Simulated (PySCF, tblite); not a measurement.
# C4H7F3Si: geometry, infrared bands and NMR shifts

What infrared bands and NMR shifts should C4H7F3Si (`C/C(F)=C(\CF)[SiH2]F`) show?

Programs: tblite 0.8.0 and PySCF 2.14.0, with density-fitted response routines of our own. Each step states its level of theory. These are calculated values for one molecule in the gas phase, unless marked as measured. Atoms are numbered from 0 throughout.

## 1. Starting geometry

15 atoms, charge 0, multiplicity 1; geometry from: force field or distance geometry start.

Bonds of the start (Å): C0–C1 1.47, C1–F2 1.37, C1–C3 1.33, C3–C4 1.51, C4–F5 1.38, C3–Si6 1.85, Si6–F7 1.68, C0–H8 1.10, C0–H9 1.14, C0–H10 1.09, C4–H11 1.11, C4–H12 1.11, Si6–H13 1.48, Si6–H14 1.48.

## 2. Geometry optimisation with GFN2-xTB

The job: settings as JSON, then the geometry in Å.

```
{"job": {"kind": "relax", "xc": "GFN2-xTB", "basis": "xTB"}, "charge": 0, "multiplicity": 1}
C     -2.021300     0.256700     0.586100
C     -0.694000     0.780500     0.227400
F     -0.494600     2.135000     0.232500
C      0.350900     0.023000    -0.079400
C      0.215000    -1.479100    -0.073200
F      0.510200    -1.874800    -1.363300
Si     2.008300     0.732000    -0.504400
F      2.847400    -0.408300    -1.412000
H     -2.419700    -0.436000    -0.176200
H     -2.725300     1.149100     0.573800
H     -2.114600    -0.185100     1.582500
H     -0.833400    -1.720600     0.187200
H      0.927400    -1.925200     0.652800
H      2.689600     0.977400     0.789500
H      1.749500     1.983400    -1.245100
```

Started as:

```bash
> OMP_NUM_THREADS=1 python probes_run.py task.json out
```

The driver reads the jobs from task.json and runs them one after another.

**Question.** This job is followed by: GFN2-xTB harmonic vibrations, gas phase; GIAO PBE0/pcSseg-1 NMR shielding, non-relativistic, gas phase. What will the session give for the following? strongest single infrared mode (GFN2-xTB); zero-point energy (GFN2-xTB); 13C shifts against TMS (PBE0/pcSseg-1); 1H shifts against TMS (PBE0/pcSseg-1, means over atoms taken as alike); 19F shifts against CFCl3 (PBE0/pcSseg-1); 29Si shifts against TMS (PBE0/pcSseg-1); surface potential, 1st and 99th percentile.

The runs gave:

```
                                                              quantity                         value
                             strongest single infrared mode (GFN2-xTB)         2338 cm⁻¹, 306 km/mol
                                          zero-point energy (GFN2-xTB)                 62.7 kcal/mol
                                13C shifts against TMS (PBE0/pcSseg-1)  185.8, 112.0, 78.6, 18.8 ppm
1H shifts against TMS (PBE0/pcSseg-1, means over atoms taken as alike)          5.54, 5.32, 2.41 ppm
                              19F shifts against CFCl3 (PBE0/pcSseg-1)     -57.2, -235.2, -249.3 ppm
                               29Si shifts against TMS (PBE0/pcSseg-1)                      -9.6 ppm
                                 surface potential, 1st and 99th percentile            -1.01 V and 1.19 V
```

**Reading.** Over 102 steps the energy fell by 0.534 eV; of the close pairs, Si6–F7 changed most, 1.682 to 1.615 Å. The lowest mode is imaginary (53i cm⁻¹), so the xTB geometry is not a minimum. The strongest single mode, at 2338 cm⁻¹, moves mainly H14. Unscaled tight-binding wavenumbers are off by several per cent, some by more. Its intensities can rank the bands wrongly. By nearest atom (PBE0/pcSseg-1), the HOMO sits on C3 41 %; C1 26 % and the LUMO on C1 35 %; C3 23 %.
